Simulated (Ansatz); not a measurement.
**LaTl3: stress in a strained cell**

Aim: deform LaTl3 (equal xy, yz and zx engineering shear strains of -1 %) and compute stress, forces and field gradients with LAPW, PAW and all-electron datasets made for the crystal.

Computed with Ansatz 0.2.0 (DFT PBEsol, scalar-relativistic, unless a step's input says otherwise).

## Step 1: The structure to begin with

Symmetry: Pm-3m, No. 221, cubic system. The conventional cell has a = 4.799 Å, b = 4.799 Å, c = 4.799 Å, α = 90.00°, β = 90.00°, γ = 90.00°. La (site symmetry m-3m) has 12 Tl at 3.39 Å in its first shell of neighbours. Tl (site symmetry 4/mmm) has 8 Tl at 3.39 Å and 4 La at 3.39 Å in its first shell of neighbours.

Coordinates:

```
La Tl
1.0
     4.79900    0.00000    0.00000
     0.00000    4.79900    0.00000
     0.00000    0.00000    4.79900
La Tl
1 3
Direct
  0.00000 0.00000 0.00000
  0.00000 0.50000 0.50000
  0.50000 0.00000 0.50000
  0.50000 0.50000 0.00000
```

Atoms are numbered in the order of the input: La1, Tl2, Tl3, Tl4.

## Step 2: The deformed structure

Space group Pm-3m before, R-3m after.

## Step 3: Full-potential LAPW

Input file input.yaml:

```yaml
crystal:
  lattice:
    - [4.799, -0.023995, -0.023995]
    - [-0.023995, 4.799, -0.023995]
    - [-0.023995, -0.023995, 4.799]
  atoms:
    - { symbol: La, position: [0.0, 0.0, 0.0] }
    - { symbol: Tl, position: [0.0, 0.5, 0.5] }
    - { symbol: Tl, position: [0.5, 0.0, 0.5] }
    - { symbol: Tl, position: [0.5, 0.5, 0.0] }
kpoints:
  mp_grid: { grid: [8, 8, 8] }
  band_path:
    path:
      - [0.0, 0.0, 0.0]
      - [0.5, 0.0, 0.0]
      - [0.5, -0.5, 0.5]
      - [0.4901240068, -0.5098759932, 0.4901240068]
      - [0.4901240068, 0.4901240068, 0.4901240068]
      - [0.0, 0.0, 0.0]
      - [0.5, -0.5, 0.0]
    npoints: 5
scf:
  occupations: { method: fermi_dirac, width: 0.05 }
hamiltonian:
  xc: pbesol
  pseudopotentials: { kind: all_electron, lapw: { basis_error: 0.001 } }
output:
  forces: true
  stress: true
  eigenvalues: true
```

Started as:

```console
ansatz run input.yaml --threads 1 --pin off --max-ram 4096MiB --backend cpu --events-out ev --progress --plain --runs-dir out
```

## Step 4: Frozen-core PAW

Input file input.yaml:

```yaml
crystal:
  lattice:
    - [4.799, -0.023995, -0.023995]
    - [-0.023995, 4.799, -0.023995]
    - [-0.023995, -0.023995, 4.799]
  atoms:
    - { symbol: La, position: [0.0, 0.0, 0.0] }
    - { symbol: Tl, position: [0.0, 0.5, 0.5] }
    - { symbol: Tl, position: [0.5, 0.0, 0.5] }
    - { symbol: Tl, position: [0.5, 0.5, 0.0] }
kpoints:
  mp_grid: { grid: [8, 8, 8] }
scf:
  occupations: { method: fermi_dirac, width: 0.05 }
hamiltonian:
  xc: pbesol
  pseudopotentials: { kind: paw }
output:
  forces: true
  stress: true
  eigenvalues: true
  efg: { contact_densities: true }
```

## Step 5: Datasets made for this crystal

Changes to input.yaml since step 4:

```diff
@@ -16,3 +16,3 @@
   xc: pbesol
-  pseudopotentials: { kind: paw }
+  pseudopotentials: { kind: all_electron, datasets: crystal }
 output:
```

(Steps that only read results are left out.)

**Question.** What will these runs give? Wanted: pressure; largest shear or deviatoric stress.

As calculated:

| quantity | value |
| --- | --- |
| pressure | LAPW -0.13, PAW -0.15, crystal datasets -0.13 GPa |
| largest shear or deviatoric stress (LAPW) | 0.32 GPa |

In words: The largest part of the stress beyond the pressure is 0.32 GPa in size; the atoms are carried along and not relaxed. No run of the undeformed cell stands beside it, so pressure and stress hold what the given cell had before the change, as far as its symmetry allows. PAW: stress within 0.03 GPa of LAPW. Crystal datasets: stress within 0.01 GPa of LAPW. Spin-orbit coupling is left out, though the cell holds Tl; in elements this heavy it can shift bands and gaps by tenths of an eV.
